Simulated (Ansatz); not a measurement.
# Fe (Im-3m): which magnetic order lies lowest

Which of a few magnetic orders of Fe (Im-3m) is lowest at one geometry? Whether the element takes this structure at low temperature is a separate question.

The COD entry's cell or inner coordinates are ideal or old and differ from later refinements, so a difference from it is no clean test against experiment.

Program: Ansatz 0.2.0. Level of theory: DFT LDA, scalar-relativistic, plane waves, PAW. These are calculated values, not measurements.

## Step 1: The system as given

It takes space group Im-3m (No. 229, cubic). Conventional cell: a = 2.750 Å, b = 2.750 Å, c = 2.750 Å, α = 90.00°, β = 90.00°, γ = 90.00°. Fe (site symmetry m-3m) has 8 Fe at 2.38 Å as nearest neighbours.

Coordinates:

```
CELL_PARAMETERS angstrom
-1.37485 1.37485 1.37485
1.37485 -1.37485 1.37485
1.37485 1.37485 -1.37485
ATOMIC_POSITIONS crystal
Fe 0.00000 0.00000 0.00000
```

An earlier run at LDA left this cell at 10.395 Å³/atom and 0.06 GPa (22×22×22 mesh).

## Step 2: Ferromagnetic, larger cell

The input, input.yaml:

```yaml
crystal:
  lattice:
    - [2.74970479, 0.0, 0.0]
    - [0.0, 2.74970479, 0.0]
    - [0.0, 0.0, 2.74970479]
  atoms:
    - { symbol: Fe, position: [0.0, 0.0, 0.0], spin: 2.5 }
    - { symbol: Fe, position: [0.5, 0.5, 0.5], spin: 2.5 }
basis:
  ecutwfc: 420
  ecutrho_ratio: 4
kpoints:
  mp_grid: { grid: [16, 16, 16] }
hamiltonian:
  xc: lda
scf:
  occupations: { method: gaussian, width: 0.05 }
  lower_state_search: "off"
output:
  forces: true
  stress: true
  eigenvalues: true
  populations: true
magnetization:
  spin_polarized: true
```

Started as:

```
$ ansatz run input.yaml --threads 1 --pin off --max-ram 2560MiB --backend cpu --events-out ev --progress --plain --runs-dir out
```

## Step 3: Antiferromagnetic, propagation vector (1, 1, 1)

Changes to input.yaml since step 2:

```diff
@@ -7,3 +7,3 @@
     - { symbol: Fe, position: [0.0, 0.0, 0.0], spin: 2.5 }
-    - { symbol: Fe, position: [0.5, 0.5, 0.5], spin: 2.5 }
+    - { symbol: Fe, position: [0.5, 0.5, 0.5], spin: -2.5 }
 basis:
```

## Step 4: Ferromagnetic, larger cell

The input, input.yaml:

```yaml
crystal:
  lattice:
    - [-1.374852395, 1.374852395, 1.374852395]
    - [1.374852395, -1.374852395, 1.374852395]
    - [2.74970479, 2.74970479, 0.0]
  atoms:
    - { symbol: Fe, position: [0.0, 0.0, 0.0], spin: 2.5 }
    - { symbol: Fe, position: [0.5, 0.5, 0.5], spin: 2.5 }
basis:
  ecutwfc: 420
  ecutrho_ratio: 4
kpoints:
  mp_grid: { grid: [20, 20, 12] }
hamiltonian:
  xc: lda
scf:
  occupations: { method: gaussian, width: 0.05 }
  lower_state_search: "off"
output:
  forces: true
  stress: true
  eigenvalues: true
  populations: true
magnetization:
  spin_polarized: true
```

## Step 5: Antiferromagnetic, propagation vector (1/2, 1/2, 0)

Changes to input.yaml since step 4:

```diff
@@ -7,3 +7,3 @@
     - { symbol: Fe, position: [0.0, 0.0, 0.0], spin: 2.5 }
-    - { symbol: Fe, position: [0.5, 0.5, 0.5], spin: 2.5 }
+    - { symbol: Fe, position: [0.5, 0.5, 0.5], spin: -2.5 }
 basis:
```

## Step 6: No spin polarisation

The input, input.yaml:

```yaml
crystal:
  lattice:
    - [-1.374852395, 1.374852395, 1.374852395]
    - [1.374852395, -1.374852395, 1.374852395]
    - [1.374852395, 1.374852395, -1.374852395]
  atoms:
    - { symbol: Fe, position: [0.0, 0.0, 0.0] }
basis:
  ecutwfc: 420
  ecutrho_ratio: 4
kpoints:
  mp_grid: { grid: [22, 22, 22] }
hamiltonian:
  xc: lda
scf:
  occupations: { method: gaussian, width: 0.05 }
output:
  forces: true
  stress: true
  eigenvalues: true
```

(Steps that only read results are left out.)

Before running it: what results should come out? Wanted: orders tried; lowest; next above it.

The runs gave:

```
            quantity                                                                value
        orders tried                                                                    4
              lowest                                                        ferromagnetic
largest moment there                                                              1.99 μB
       next above it  antiferromagnetic, propagation vector (1/2, 1/2, 0), 173.0 meV/atom
```

Of the orders that kept their pattern, the lowest is: ferromagnetic. The next lies 173.0 meV/atom higher. Under stress at this geometry, and so lower once relaxed: antiferromagnetic, propagation vector (1, 1, 1) (-13.5 GPa); antiferromagnetic, propagation vector (1/2, 1/2, 0) (-5.3 GPa); no spin polarisation (-16.7 GPa). Only these orders were tried, at zero temperature; the one found in experiment may not be among them.
